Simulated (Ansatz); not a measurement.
# BaTiH3: a relaxation

Aim: relax the cell and atoms of BaTiH3.

Method: DFT PBE+U, scalar-relativistic, plane waves, PAW, in Ansatz 0.2.0.

**1. The structure to begin with**

It takes space group Pm-3m (No. 221, cubic). The conventional cell has a = 3.516 Å, b = 3.516 Å, c = 3.516 Å, α = 90.00°, β = 90.00°, γ = 90.00°. Ba (site symmetry m-3m) is surrounded by 12 H at 2.49 Å. Ti (site symmetry m-3m) is surrounded by 6 H at 1.76 Å. H (site symmetry 4/mmm) has 2 Ti at 1.76 Å and 4 Ba at 2.49 Å as nearest neighbours.

Structure file:

```
Ba Ti H
1.0
     3.51617    0.00000    0.00000
     0.00000    3.51617    0.00000
     0.00000    0.00000    3.51617
Ba Ti H
1 1 3
Direct
  0.50000 0.50000 0.50000
  0.00000 0.00000 0.00000
  0.50000 0.00000 0.00000
  0.00000 0.50000 0.00000
  0.00000 0.00000 0.50000
```

(A quick probe on a coarse mesh, which set the mesh and smearing, is not shown.)

**3. Coarse relaxation**

input.yaml

```yaml
crystal:
  lattice:
    - [3.51617403, 0.0, 0.0]
    - [0.0, 3.51617403, 0.0]
    - [0.0, 0.0, 3.51617403]
  atoms:
    - { symbol: Ba, position: [0.5, 0.5, 0.5] }
    - { symbol: Ti, position: [0.0, 0.0, 0.0] }
    - { symbol: H, position: [0.5, 0.0, 0.0] }
    - { symbol: H, position: [0.0, 0.5, 0.0] }
    - { symbol: H, position: [0.0, 0.0, 0.5] }
basis:
  ecutwfc: 420
kpoints:
  mp_grid: { grid: [6, 6, 6] }
hamiltonian:
  xc: pbe
  hubbard: { sites: [{ species: Ti, l: d, u_eff: 4.0 }] }
scf:
  occupations: { method: gaussian, width: 0.1 }
output:
  forces: true
  stress: true
  eigenvalues: true
relax:
  adjacent_minimum: "off"
  f_tol: 0.05
  max_steps: 80
  cell: { stress_tol: 0.5 }
```

Started as:

```bash
> ansatz run input.yaml --threads 2 --pin off --max-ram 5120MiB --backend cpu --events-out ev --progress --plain --runs-dir out
```

Further runs follow: relaxing cell and atoms.

Before running it: what results should come out? Wanted: relaxed cell; volume; energy, smearing taken to zero; gap on the mesh; remaining pressure.

The runs gave:

| quantity | value |
| --- | --- |
| relaxed cell | a = 4.124 Å, b = 4.124 Å, c = 4.124 Å, α = 90.00°, β = 90.00°, γ = 90.00° |
| space group (0.01 Å) | Pm-3m (No. 221) |
| volume | 14.03 Å³/atom |
| energy, smearing taken to zero | -1698.7149 eV/atom |
| gap on the mesh | none (metal) |
| remaining pressure | -0.05 GPa |

What this shows: The volume changed by +61 %, so the start was far from this level's equilibrium or the structure changed its character. It is a metal on this mesh.
